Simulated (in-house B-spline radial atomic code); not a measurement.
# P in a hard spherical wall

Wanted: the cost of confining P, radius by radius. More than one configuration is followed.

Method: Dirac-Hartree-Fock, average of configuration, Fermi nucleus, basis-set limit. Code: in-house B-spline radial atomic code version 1.

### 1 The system

* element: phosphorus (Z = 15)
* charge: 0
* electrons: 15
* configuration: [Ne] 3s2 3p3
* Hamiltonian: Dirac-Coulomb
* nucleus: Fermi, rms radius 3.189 fm

Outer shells as boxes (Hund's rule):

[Ne] 3s2 3p3
```
[Ne] core
3s [↑↓]
3p [↑ ][↑ ][↑ ]
```

The boxes draw the filling by Hund's rule, which heavy ions in jj coupling don't follow; these runs average over all states of the configuration.

### 2 The free system

Settings, as recorded:

```ini
Z = 15
electrons = 15.0
configuration = [Ne] 3s2 3p3
hamiltonian = dirac
method = hf
spin_polarised = False
nucleus = fermi
rms_radius = 3.1889
mass_number = 31
atomic_mass = 30.97376199768
speed_of_light = 137.035999084
```

### 3 Wall at 8.39 bohr, configuration [Ne] 3s2 3p3

The settings differ from step 2 so:

```diff
@@ -11 +11,2 @@
 speed_of_light = 137.035999084
+wall_radius = 8.39
```

### 4 Wall at 4.19 bohr, configuration [Ne] 3s2 3p3

The settings differ from step 3 so:

```diff
@@ -11,2 +11,2 @@
 speed_of_light = 137.035999084
-wall_radius = 8.39
+wall_radius = 4.19
```

### 5 Wall at 2.78 bohr, configuration [Ne] 3s2 3p3

The settings differ from step 4 so:

```diff
@@ -11,2 +11,2 @@
 speed_of_light = 137.035999084
-wall_radius = 4.19
+wall_radius = 2.78
```

### 6 Wall at 1.51 bohr, configuration [Ne] 3s2 3p3

The settings differ from step 5 so:

```diff
@@ -11,2 +11,2 @@
 speed_of_light = 137.035999084
-wall_radius = 2.78
+wall_radius = 1.51
```

### 7 Wall at 8.39 bohr, configuration [Ne] 3s2 3p2 3d1

Settings, as recorded:

```ini
Z = 15
electrons = 15.0
configuration = [Ne] 3s2 3p2 3d1
hamiltonian = dirac
method = hf
spin_polarised = False
nucleus = fermi
rms_radius = 3.1889
mass_number = 31
atomic_mass = 30.97376199768
speed_of_light = 137.035999084
wall_radius = 8.39
```

### 8 Wall at 4.19 bohr, configuration [Ne] 3s2 3p2 3d1

The settings differ from step 7 so:

```diff
@@ -11,2 +11,2 @@
 speed_of_light = 137.035999084
-wall_radius = 8.39
+wall_radius = 4.19
```

### 9 Wall at 2.78 bohr, configuration [Ne] 3s2 3p2 3d1

The settings differ from step 8 so:

```diff
@@ -11,2 +11,2 @@
 speed_of_light = 137.035999084
-wall_radius = 4.19
+wall_radius = 2.78
```

### 10 Wall at 1.51 bohr, configuration [Ne] 3s2 3p2 3d1

The settings differ from step 9 so:

```diff
@@ -11,2 +11,2 @@
 speed_of_light = 137.035999084
-wall_radius = 2.78
+wall_radius = 1.51
```

### 11 Wall at 8.39 bohr, configuration [Ne] 3s1 3p4

Settings, as recorded:

```ini
Z = 15
electrons = 15.0
configuration = [Ne] 3s1 3p4
hamiltonian = dirac
method = hf
spin_polarised = False
nucleus = fermi
rms_radius = 3.1889
mass_number = 31
atomic_mass = 30.97376199768
speed_of_light = 137.035999084
wall_radius = 8.39
```

### 12 Wall at 4.19 bohr, configuration [Ne] 3s1 3p4

The settings differ from step 11 so:

```diff
@@ -11,2 +11,2 @@
 speed_of_light = 137.035999084
-wall_radius = 8.39
+wall_radius = 4.19
```

### 13 Wall at 2.78 bohr, configuration [Ne] 3s1 3p4

The settings differ from step 12 so:

```diff
@@ -11,2 +11,2 @@
 speed_of_light = 137.035999084
-wall_radius = 4.19
+wall_radius = 2.78
```

### 14 Wall at 1.51 bohr, configuration [Ne] 3s1 3p4

The settings differ from step 13 so:

```diff
@@ -11,2 +11,2 @@
 speed_of_light = 137.035999084
-wall_radius = 2.78
+wall_radius = 1.51
```

What do the energy and the highest level do as the wall closes in, and which configuration is lower at each radius?

**Answer**, as computed:

| configuration | radius (bohr) | energy above the free system (eV) | highest level (eV) |
| --- | --- | --- | --- |
| [Ne] 3s2 3p3 | 8.39 | 0.0166 | -9.478 (3p3/2) |
| [Ne] 3s2 3p3 | 4.19 | 5.940 | -5.951 (3p3/2) |
| [Ne] 3s2 3p3 | 2.78 | 51.669 | 9.970 (3p3/2) |
| [Ne] 3s2 3p3 | 1.51 | 572.08 | 134.48 (3p3/2) |
| [Ne] 3s2 3p2 3d1 | 8.39 | 8.690 | -0.197 (3d3/2) |
| [Ne] 3s2 3p2 3d1 | 4.19 | 19.425 | 7.651 (3d5/2) |
| [Ne] 3s2 3p2 3d1 | 2.78 | 69.101 | 27.389 (3d5/2) |
| [Ne] 3s2 3p2 3d1 | 1.51 | 566.25 | 133.35 (3p3/2) |
| [Ne] 3s1 3p4 | 8.39 | 9.578 | -9.457 (3p3/2) |
| [Ne] 3s1 3p4 | 4.19 | 16.418 | -5.507 (3p3/2) |
| [Ne] 3s1 3p4 | 2.78 | 65.314 | 10.959 (3p3/2) |
| [Ne] 3s1 3p4 | 1.51 | 589.35 | 136.85 (3p3/2) |

**Reading.** For [Ne] 3s2 3p3 the energy above the free reference is 0.0166 eV at 8.39 bohr and 572.08 eV at 1.51 bohr. Its highest level passes zero between 4.19 and 2.78 bohr; in smaller spheres the level is positive, pushed up by confinement, and the wall keeps the electron in. The order of [Ne] 3s2 3p3 and [Ne] 3s2 3p2 3d1 turns between 2.78 and 1.51 bohr, so at equal radius strong confinement favours [Ne] 3s2 3p2 3d1. At 1.51 bohr the lowest of all 3 is [Ne] 3s2 3p2 3d1. A hard wall is a crude model of an atom's surroundings.
